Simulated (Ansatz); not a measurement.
Born–Oppenheimer molecular dynamics of a periodic cell of 36 atoms, Tl (start crystal Tl, start structure hcp, volume 1 times the crystal's). It goes on from the last frame of an earlier run, with new velocities.

All numbers below come from DFT PBEsol, scalar-relativistic, plane waves, PAW in Ansatz. Settings: accuracy low, cutoff 420 eV, k mesh 1x1x1, fermi-dirac smearing 0.1 eV, no spin polarisation.

```
ensemble        : NPT, Langevin
time step       : 3 fs
steps asked     : 300
set temperature : 630 K
friction        : 0.01 /fs
pressure        : 10 GPa
seed            : 934736
```

Frames 60 fs apart, positions in Å, forces in eV/Å.

Velocities at 120 fs (Å/ps):

```
Tl 1.17 1.08 -1.27
Tl 0.99 -0.80 -2.19
Tl -2.86 2.00 -2.49
Tl -1.74 -0.05 -0.07
Tl -0.58 -1.65 -1.37
Tl -1.90 -0.85 -1.40
Tl 2.27 0.27 0.81
Tl -0.81 1.83 -3.55
Tl 0.92 -1.42 -0.50
Tl -1.50 1.10 1.39
Tl -0.80 -2.08 1.47
Tl -2.96 2.21 -2.65
Tl -0.64 -2.66 -0.60
Tl 0.93 1.23 1.42
Tl -0.99 -0.54 -2.30
Tl 2.12 -1.73 -0.41
Tl 0.23 1.79 -0.83
Tl 1.77 0.94 -3.31
Tl -0.74 3.97 2.33
Tl -1.16 3.99 -0.98
Tl -1.39 0.47 1.98
Tl -0.77 -1.51 -1.11
Tl 2.33 0.79 0.76
Tl -1.99 -2.41 -1.03
Tl 0.97 -0.60 1.38
Tl -1.54 1.56 1.42
Tl 2.44 -0.20 -2.00
Tl -1.44 -0.83 -0.17
Tl -3.29 -0.99 3.82
Tl -1.03 0.69 1.42
Tl 1.34 -0.65 1.86
Tl -2.70 -0.74 1.85
Tl 1.88 1.44 0.01
Tl 0.75 -3.48 3.19
Tl -3.93 1.46 -1.28
Tl -1.99 -0.09 0.18
```

```xyz
36
Lattice="9.9016 0.0000 0.0000 -4.9508 8.5751 0.0000 0.0000 0.0000 10.5552" Properties=species:S:1:pos:R:3:forces:R:3 time_fs=120 energy_less_start_eV=5.650 T=765
Tl -0.234 -0.362 -0.310 -0.37 1.16 -0.17
Tl 0.726 1.618 3.369 -0.67 -0.64 -0.24
Tl -0.238 0.283 5.818 0.29 -1.04 -0.48
Tl -0.119 2.509 7.488 -0.10 -0.06 0.36
Tl -1.185 2.299 0.592 0.57 -0.23 0.01
Tl -1.348 4.686 2.224 -1.68 0.79 0.36
Tl -1.812 2.535 4.401 -0.23 0.48 0.01
Tl -2.289 4.391 7.642 0.48 -0.05 -0.15
Tl -3.297 4.994 -0.112 -0.23 -0.60 0.15
Tl -3.834 7.403 2.311 0.84 -0.16 -0.25
Tl -3.636 6.050 5.739 -0.44 0.68 -0.09
Tl -3.206 7.307 8.596 0.49 -0.20 -0.72
Tl 2.983 0.176 0.572 0.21 -0.21 -0.15
Tl 3.429 2.159 2.859 0.55 0.14 -0.32
Tl 2.938 -0.107 5.075 -0.98 0.37 0.19
Tl 3.658 1.565 8.372 1.18 -1.28 -1.75
Tl 1.823 2.863 -0.822 -1.72 0.87 1.35
Tl 1.241 4.194 2.212 1.95 0.24 -0.75
Tl 2.363 2.818 5.753 -0.12 0.23 0.94
Tl 1.191 5.082 8.052 1.09 0.52 -0.71
Tl -0.448 5.816 -0.432 -1.22 -0.30 0.76
Tl -0.269 7.694 2.843 0.22 -0.09 -0.40
Tl -0.734 5.784 4.921 0.06 -1.09 0.60
Tl -0.338 7.523 7.558 -0.55 -0.09 -0.31
Tl 6.293 -0.705 -0.250 0.01 0.71 0.00
Tl 6.482 1.140 2.048 -0.39 1.09 0.07
Tl 6.011 0.375 5.449 0.36 0.01 -0.13
Tl 6.548 1.976 8.957 0.33 -0.27 -0.25
Tl 4.502 2.993 0.327 0.36 0.50 0.37
Tl 5.671 4.692 3.090 0.55 1.05 -1.63
Tl 5.095 2.996 4.952 0.73 -0.74 2.12
Tl 4.425 4.544 7.736 -0.59 0.16 0.29
Tl 3.339 5.848 0.375 0.00 -1.14 0.63
Tl 3.376 7.723 2.927 -0.57 -0.37 0.71
Tl 3.066 5.935 5.376 -0.55 -0.09 -0.52
Tl 2.815 7.885 7.716 0.14 -0.33 0.12
36
Lattice="10.1189 0.0000 0.0000 -5.0595 8.7632 0.0000 0.0000 0.0000 10.7868" Properties=species:S:1:pos:R:3:forces:R:3 time_fs=180 energy_less_start_eV=0.205 T=773
Tl -0.202 -0.254 -0.392 -0.36 0.47 -0.10
Tl 0.694 1.609 3.280 -0.15 0.25 0.01
Tl -0.410 0.267 5.808 0.23 -0.45 0.27
Tl -0.200 2.613 7.691 0.43 -0.54 -0.05
Tl -1.217 2.246 0.662 0.30 0.31 0.18
Tl -1.493 4.798 2.302 0.10 0.22 0.31
Tl -1.793 2.640 4.467 -0.09 0.43 -0.12
Tl -2.320 4.536 7.674 0.05 -0.15 0.38
Tl -3.389 4.949 -0.191 -0.25 -0.38 -0.20
Tl -3.978 7.630 2.510 0.52 -0.25 -0.68
Tl -3.758 6.146 5.851 -0.78 0.76 -0.20
Tl -3.354 7.527 8.663 0.04 -0.59 -0.15
Tl 2.972 0.088 0.579 0.11 -0.01 -0.18
Tl 3.557 2.249 3.014 0.00 0.06 1.18
Tl 2.885 -0.052 5.073 -0.34 0.02 0.17
Tl 3.908 1.418 8.455 -0.29 0.36 -0.37
Tl 1.812 2.977 -0.781 -0.25 0.25 -0.31
Tl 1.370 4.276 2.026 0.59 0.14 -0.43
Tl 2.337 3.133 6.003 0.16 -0.66 0.30
Tl 1.263 5.367 8.124 0.49 -0.01 0.48
Tl -0.550 5.903 -0.342 -0.23 0.07 -0.15
Tl -0.370 7.798 2.789 0.42 0.06 0.19
Tl -0.733 5.796 5.130 -0.03 -0.44 -0.11
Tl -0.585 7.557 7.643 0.04 -0.24 -0.57
Tl 6.521 -0.788 -0.168 -0.39 0.37 -0.08
Tl 6.574 1.299 2.167 -0.22 0.02 0.03
Tl 6.209 0.366 5.450 -0.12 -0.62 0.11
Tl 6.647 2.058 9.151 0.37 0.09 0.29
Tl 4.466 3.009 0.584 0.57 0.44 -1.15
Tl 5.856 4.843 3.078 -0.24 -0.30 -0.12
Tl 5.323 3.009 5.244 0.18 0.52 0.68
Tl 4.447 4.593 7.969 -0.19 0.16 0.18
Tl 3.518 6.005 0.428 0.25 -0.73 0.53
Tl 3.394 7.777 3.163 -0.83 0.18 0.16
Tl 2.922 5.949 5.421 -0.27 0.28 -0.18
Tl 2.740 8.071 7.894 0.17 -0.06 -0.31
36
Lattice="10.1661 0.0000 0.0000 -5.0831 8.8041 0.0000 0.0000 0.0000 10.8371" Properties=species:S:1:pos:R:3:forces:R:3 time_fs=240 energy_less_start_eV=-0.498 T=739
Tl -0.226 -0.137 -0.311 0.11 -0.37 -0.42
Tl 0.581 1.637 3.191 0.26 0.13 -0.22
Tl -0.456 0.218 5.714 0.10 -0.25 0.59
Tl -0.255 2.584 7.721 0.56 -0.53 -0.16
Tl -1.224 2.226 0.681 0.20 1.23 0.29
Tl -1.545 4.925 2.375 1.01 0.10 -0.25
Tl -1.749 2.764 4.495 -0.12 0.19 0.13
Tl -2.316 4.559 7.772 -0.19 0.24 -0.19
Tl -3.541 4.860 -0.319 0.12 0.42 0.47
Tl -4.011 7.597 2.695 -0.14 -0.04 -0.52
Tl -3.936 6.204 5.877 -0.33 0.58 0.16
Tl -3.429 7.545 8.683 -0.46 -0.46 0.27
Tl 2.904 0.069 0.632 0.10 0.22 -0.04
Tl 3.551 2.340 3.264 0.22 0.27 0.38
Tl 2.792 0.038 5.062 -0.15 -0.29 0.30
Tl 3.996 1.300 8.393 -0.35 0.89 0.01
Tl 1.716 3.034 -0.784 0.16 -0.05 -0.87
Tl 1.491 4.250 1.834 -0.02 0.39 0.26
Tl 2.280 3.236 6.147 0.02 -1.12 0.27
Tl 1.478 5.601 8.169 -0.52 -1.17 0.99
Tl -0.627 5.794 -0.369 0.01 0.11 -0.30
Tl -0.430 7.834 2.821 0.68 0.24 0.22
Tl -0.696 5.682 5.300 -0.10 -0.29 -0.60
Tl -0.711 7.515 7.536 0.25 -0.47 -0.25
Tl 6.610 -0.835 -0.064 -0.42 -0.01 0.05
Tl 6.671 1.455 2.293 -0.56 -0.33 -0.15
Tl 6.249 0.369 5.433 -0.24 -0.59 0.17
Tl 6.674 2.184 9.309 0.12 -0.78 -0.03
Tl 4.485 3.006 0.658 -0.15 -0.35 -0.45
Tl 5.947 4.795 3.044 -0.89 -0.60 0.18
Tl 5.466 3.074 5.483 0.10 0.53 0.43
Tl 4.410 4.557 8.045 0.17 0.15 0.30
Tl 3.666 5.948 0.442 0.28 -0.02 0.41
Tl 3.207 7.824 3.313 -0.30 0.15 -0.43
Tl 2.859 5.915 5.438 -0.17 0.55 -0.51
Tl 2.706 8.039 7.950 0.64 1.32 -0.47
36
Lattice="10.0113 0.0000 0.0000 -5.0056 8.6700 0.0000 0.0000 0.0000 10.6720" Properties=species:S:1:pos:R:3:forces:R:3 time_fs=300 energy_less_start_eV=1.454 T=705
Tl -0.273 0.086 -0.423 0.24 -1.03 -0.69
Tl 0.532 1.605 3.035 0.23 0.04 0.24
Tl -0.427 0.168 5.631 0.21 0.11 -0.08
Tl -0.290 2.554 7.516 0.44 -0.61 -0.09
Tl -1.256 2.269 0.732 0.12 1.81 0.63
Tl -1.503 4.997 2.338 0.89 -0.02 -0.37
Tl -1.827 2.904 4.379 0.45 -0.59 0.28
Tl -2.275 4.513 7.736 -0.14 0.04 -0.40
Tl -3.592 4.760 -0.287 0.13 0.93 0.74
Tl -3.894 7.402 2.768 -0.64 -0.39 0.04
Tl -4.010 6.060 5.894 -0.06 0.92 -0.12
Tl -3.408 7.354 8.613 -0.32 -0.10 0.39
Tl 2.725 0.177 0.801 0.07 0.46 -0.52
Tl 3.497 2.487 3.405 0.01 0.13 -0.33
Tl 2.769 0.103 5.083 -0.30 -0.41 0.10
Tl 3.941 1.218 8.213 -0.18 0.41 0.03
Tl 1.668 2.962 -0.796 0.00 -0.39 -1.01
Tl 1.487 4.174 1.734 -0.30 0.48 0.73
Tl 2.285 3.082 6.105 -0.08 -0.34 0.41
Tl 1.530 5.501 8.206 -0.78 -0.65 0.70
Tl -0.707 5.603 -0.408 0.20 0.21 -0.29
Tl -0.464 7.721 2.773 0.83 0.42 0.27
Tl -0.562 5.473 5.239 0.22 -0.65 -1.12
Tl -0.707 7.226 7.269 0.21 0.72 0.77
Tl 6.508 -0.859 0.014 -0.13 -0.13 -0.02
Tl 6.533 1.514 2.330 -0.71 -0.86 -0.26
Tl 6.079 0.395 5.349 -0.25 -0.33 0.24
Tl 6.638 2.156 9.341 -0.14 -1.52 -0.81
Tl 4.399 2.870 0.640 -0.44 -0.76 -0.15
Tl 5.828 4.557 2.980 -0.76 0.11 0.06
Tl 5.450 3.159 5.608 0.30 -0.14 0.46
Tl 4.243 4.601 7.943 0.53 0.25 0.53
Tl 3.663 5.752 0.481 0.34 0.88 0.26
Tl 3.021 7.673 3.244 0.07 0.91 -1.33
Tl 2.746 5.914 5.233 -0.48 -0.87 0.65
Tl 2.832 7.922 7.787 0.22 0.98 0.04
36
Lattice="9.9992 0.0000 0.0000 -4.9996 8.6596 0.0000 0.0000 0.0000 10.6591" Properties=species:S:1:pos:R:3:forces:R:3 time_fs=360 energy_less_start_eV=0.334 T=710
Tl -0.345 0.216 -0.684 -0.28 0.26 0.22
Tl 0.520 1.576 2.980 0.19 -0.12 0.49
Tl -0.200 0.105 5.657 -0.52 0.47 -0.36
Tl -0.281 2.523 7.470 -0.19 -0.50 0.03
Tl -1.355 2.470 0.811 0.29 0.15 -0.10
Tl -1.482 4.988 2.192 0.57 0.64 0.10
Tl -1.850 2.903 4.356 0.46 -0.63 0.18
Tl -2.328 4.463 7.623 0.04 -0.20 0.04
Tl -3.701 4.832 -0.172 0.59 -0.22 0.03
Tl -3.978 7.295 2.833 -0.28 -0.33 0.03
Tl -4.099 6.066 5.988 0.16 0.53 -0.62
Tl -3.431 7.294 8.679 0.20 -0.12 0.35
Tl 2.596 0.304 0.867 -0.27 0.11 -0.49
Tl 3.455 2.682 3.414 -0.33 -0.25 0.19
Tl 2.703 0.051 5.154 0.30 -0.11 -0.34
Tl 3.926 1.208 8.165 -0.09 0.22 -0.07
Tl 1.570 2.901 -0.817 0.00 -0.39 -0.61
Tl 1.465 4.142 1.747 -0.11 0.72 0.16
Tl 2.243 3.021 6.160 0.38 -0.28 0.40
Tl 1.515 5.456 8.319 0.12 -0.21 0.02
Tl -0.715 5.661 -0.552 -0.39 0.28 0.13
Tl -0.477 7.780 2.683 0.28 0.12 0.40
Tl -0.392 5.362 5.086 0.31 -0.25 -0.29
Tl -0.710 7.125 7.250 0.08 0.40 0.15
Tl 6.479 -0.884 0.012 -0.22 0.09 -0.10
Tl 6.411 1.499 2.298 -0.06 -0.95 -0.09
Tl 5.908 0.342 5.292 -0.22 -0.46 0.21
Tl 6.691 1.982 9.276 -0.12 -0.29 -0.42
Tl 4.372 2.700 0.645 -0.30 0.00 -0.71
Tl 5.805 4.453 3.011 -0.32 0.43 0.13
Tl 5.448 3.126 5.722 0.21 -0.09 0.42
Tl 4.314 4.696 8.027 -0.11 0.07 0.38
Tl 3.698 5.933 0.487 0.19 0.09 0.34
Tl 3.013 7.643 3.057 0.02 0.77 -0.38
Tl 2.703 5.801 5.120 -0.22 -0.26 0.44
Tl 2.945 7.913 7.712 -0.37 0.31 -0.25
36
Lattice="10.0710 0.0000 0.0000 -5.0355 8.7217 0.0000 0.0000 0.0000 10.7357" Properties=species:S:1:pos:R:3:forces:R:3 time_fs=420 energy_less_start_eV=-0.529 T=663
Tl -0.490 0.295 -0.898 0.07 0.66 0.66
Tl 0.407 1.562 2.990 0.63 -0.28 0.20
Tl -0.168 0.102 5.628 -0.90 0.74 0.03
Tl -0.408 2.553 7.544 -0.34 -0.63 -0.21
Tl -1.409 2.708 0.848 -0.23 -1.46 -0.79
Tl -1.392 5.081 2.125 0.05 1.50 0.89
Tl -1.826 2.838 4.401 0.00 0.07 0.00
Tl -2.448 4.495 7.571 0.62 0.09 0.10
Tl -3.652 4.944 -0.133 0.41 -1.03 0.48
Tl -4.040 7.300 2.856 0.23 0.11 -0.06
Tl -4.212 6.196 6.090 0.36 0.37 -0.92
Tl -3.417 7.279 8.937 0.20 0.49 0.02
Tl 2.486 0.432 0.869 -0.34 -0.23 -0.17
Tl 3.499 2.836 3.531 -0.51 -0.41 0.02
Tl 2.713 0.045 5.209 0.17 0.14 -0.70
Tl 3.884 1.270 8.293 0.17 0.12 -0.17
Tl 1.555 2.842 -1.001 -0.05 0.05 0.34
Tl 1.427 4.146 1.809 0.30 0.43 -0.52
Tl 2.228 2.984 6.356 0.47 -0.29 0.27
Tl 1.556 5.520 8.456 0.85 -0.53 -0.73
Tl -0.659 5.802 -0.736 -1.11 0.41 0.80
Tl -0.426 7.922 2.580 -0.54 -0.33 0.20
Tl -0.171 5.235 5.126 -0.05 -0.12 0.22
Tl -0.745 7.325 7.245 0.25 -0.73 0.13
Tl 6.559 -0.862 -0.069 -0.50 0.24 0.13
Tl 6.352 1.453 2.364 0.69 0.01 -0.42
Tl 5.842 0.261 5.239 -0.04 -0.30 0.25
Tl 6.704 1.933 9.262 0.14 0.27 0.02
Tl 4.372 2.642 0.594 0.00 0.35 -0.36
Tl 5.817 4.542 3.084 0.31 -0.22 0.11
Tl 5.560 3.052 5.875 -0.07 0.09 0.24
Tl 4.544 4.832 8.193 -1.07 -0.30 0.35
Tl 3.818 6.159 0.401 0.17 -0.32 0.26
Tl 3.118 7.759 2.964 -0.20 0.30 0.39
Tl 2.766 5.667 5.170 0.17 0.41 -0.18
Tl 2.945 7.912 7.727 -0.34 0.31 -0.90
```

Of the whole run (900 fs, mean temperature of the second half 683 K): The conserved energy stayed within 0.076 meV per atom of its start (net change 0.012 meV per atom), so the integration is sound. A run of 0.9 ps of so small a system gives no equilibrium averages. Limits of this set-up: coarse k mesh, low accuracy level. The cell's volume went from 1032 to 953 Å³.

Time of the run: 19 min on 4 threads of Intel(R) Xeon(R) Platinum 8259CL CPU @ 2.50GHz (Skylake/Cascade Lake), with other jobs on the host, peak memory 1.3 GiB.
